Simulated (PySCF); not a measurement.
# AlNH4O2 (SMILES [NH2][Al]([OH])[OH]) at 6 levels

Wanted: a comparison of 6 runs (B3LYP/6-311+G**, BHLYP/6-311+G**, M06-L/6-311+G**, PBE0/6-311+G**, SVWN5/6-311+G**, wB97X/6-311+G**) of AlNH4O2. The job is set up through a Python script.

Program for the calculation: PySCF 2.14.0.

1 further run of the same task is left out (set aside as unsound or not needed).

**1. The structure to begin with**

The species is AlNH4O2 (8 atoms), meant as a singlet with charge 0. SMILES: `[NH2][Al]([OH])[OH]`. One bond was lengthened or shortened from a relaxed shape.

Bond lengths: N1–Al2 1.760 Å, Al2–O3 2.203 Å, Al2–O4 1.692 Å, N1–H5 1.005 Å, N1–H6 1.006 Å, O3–H7 0.954 Å, O4–H8 0.955 Å. Angles: N1–Al2–O3 123.6°, N1–Al2–O4 117.6°, O3–Al2–O4 118.8°, Al2–N1–H5 126.0°, Al2–N1–H6 123.5°, Al2–O3–H7 124.8°, Al2–O4–H8 122.2°, H5–N1–H6 110.5°.

**2. The energy at B3LYP/6-311+G(d,p) (run 1)**

calc.py

```python
from pyscf import gto, dft

molecule = gto.Mole()
molecule.atom = '''
N     -0.917641     1.518437     0.304707
Al    -0.442341    -0.166763     0.130507
O      1.569400    -0.806100    -0.500900
O     -1.604341    -1.348563     0.469907
H     -0.331441     2.317537     0.136707
H     -1.836841     1.809537     0.593407
H      2.287000    -0.213800    -0.712700
H     -1.417041    -2.282263     0.396907
'''
molecule.basis = '6-311+g**'
molecule.max_memory = 1860
molecule.charge = 0
molecule.verbose = 3
molecule.build()

mf = dft.RKS(molecule)
mf.xc = 'b3lyp'
mf.conv_tol = 1e-10
mf.grids.level = 5
mf.kernel()
if not mf.converged:
    mf = mf.newton().run(mf.mo_coeff, mf.mo_occ)

energy = mf.e_tot
print(f'total energy: {energy:.8f} hartree')
```

On the command line:

```sh
$ OMP_NUM_THREADS=1 python calc.py
```

The program printed:

```text
converged SCF energy = -450.238707489343
total energy: -450.23870749 hartree
```

Wall time 31 s (1 thread of Intel Xeon at 2.70GHz, shared host); peak memory 0.66 GiB.

**3. The energy at BHLYP/6-311+G(d,p) (run 2)**

input.py

```python
from pyscf import gto, dft

mol = gto.M(
    atom='''
N     -1.734090     2.869430     0.575813
Al    -0.835903    -0.315136     0.246622
O      2.965736    -1.523308    -0.946564
O     -3.031765    -2.548415     0.887996
H     -0.626333     4.379510     0.258339
H     -3.471126     3.419529     1.121377
H      4.321804    -0.404023    -1.346808
H     -2.677819    -4.312852     0.750046
''',
    unit='bohr',
    verbose=4,
    basis='6-311+g**',
    spin=0,
    max_memory=1860,
)

mf = dft.RKS(mol)
mf.xc = 'bhandhlyp'
mf.grids.level = 5
mf.conv_tol = 1e-10
mf.kernel()
if not mf.converged:
    mf = mf.newton().run(mf.mo_coeff, mf.mo_occ)

e_tot = mf.e_tot
print('E = %.10f Eh' % e_tot)
```

On the command line:

```sh
$ OMP_NUM_THREADS=1 python input.py
```

The program printed:

```text
PySCF version 2.14.0

[... 80 lines left out ...]
converged SCF energy = -450.099829490708
E = -450.0998294907 Eh
```

It took 32 s on 1 thread of Intel Xeon at 2.70GHz, shared host; peak memory 0.66 GiB.

Runs 3 to 5 aren't shown in full; the table further down has their settings and results.

**4. A single-point energy at wB97X/6-311+G(d,p) (run 6)**

input.xyz

```xyz
8

N     -0.917641     1.518437     0.304707
Al    -0.442341    -0.166763     0.130507
O      1.569400    -0.806100    -0.500900
O     -1.604341    -1.348563     0.469907
H     -0.331441     2.317537     0.136707
H     -1.836841     1.809537     0.593407
H      2.287000    -0.213800    -0.712700
H     -1.417041    -2.282263     0.396907
```

job.py

```python
from pyscf import gto, dft

mol = gto.Mole()
mol.atom = 'input.xyz'
mol.max_memory = 1860
mol.charge = 0
mol.basis = '6-311+g**'
mol.spin = 0
mol.verbose = 3
mol.build()

myscf = dft.RKS(mol, xc='wb97x')
myscf.grids.level = 5
myscf.conv_tol = 1e-10
myscf.kernel()
if not myscf.converged:
    myscf = myscf.newton().run(myscf.mo_coeff, myscf.mo_occ)

e_final = myscf.e_tot
print(f'total energy: {e_final:.8f} hartree')
```

On the command line:

```sh
$ OMP_NUM_THREADS=1 python job.py
```

The program printed:

```text
converged SCF energy = -450.151030978299
total energy: -450.15103098 hartree
```

It took 46 s on 1 thread of Intel Xeon at 2.70GHz, shared host; peak memory 0.66 GiB.

**5. All runs side by side**

```
run            level  energy (Eh)  dipole moment (D)  HOMO energy (eV)  LUMO energy (eV)  wall time
  1  B3LYP/6-311+G**  -450.238707               2.19             -7.33             -1.71       31 s
  2  BHLYP/6-311+G**  -450.099829               2.27             -9.14             -0.74       32 s
  3  M06-L/6-311+G**  -450.166698               2.12             -6.06             -1.67       52 s
  4   PBE0/6-311+G**  -449.865489               2.20             -7.58             -1.43       30 s
  5  SVWN5/6-311+G**  -447.630002               2.15             -6.16             -2.42       17 s
  6  wB97X/6-311+G**  -450.151031               2.26            -10.11              0.46       46 s
```

**6. Outcome**

| quantity | value |
| --- | --- |
| run 6: total energy | -450.15103 Eh |
| run 6: dipole moment | 2.26 D |
| run 6: HOMO energy | -10.11 eV |
| run 6: LUMO energy | 0.46 eV |
| run 6: HOMO–LUMO gap | 10.58 eV |

In words: The dipole moment (its size) runs from 2.12 D (M06-L/6-311+G**) to 2.27 D (BHLYP/6-311+G**). The HOMO–LUMO gap runs from 3.74 eV (SVWN5/6-311+G**) to 10.58 eV (wB97X/6-311+G**). Totals of different functionals can't be ranked against each other. All runs together took 3.4 min, the longest 52 s.
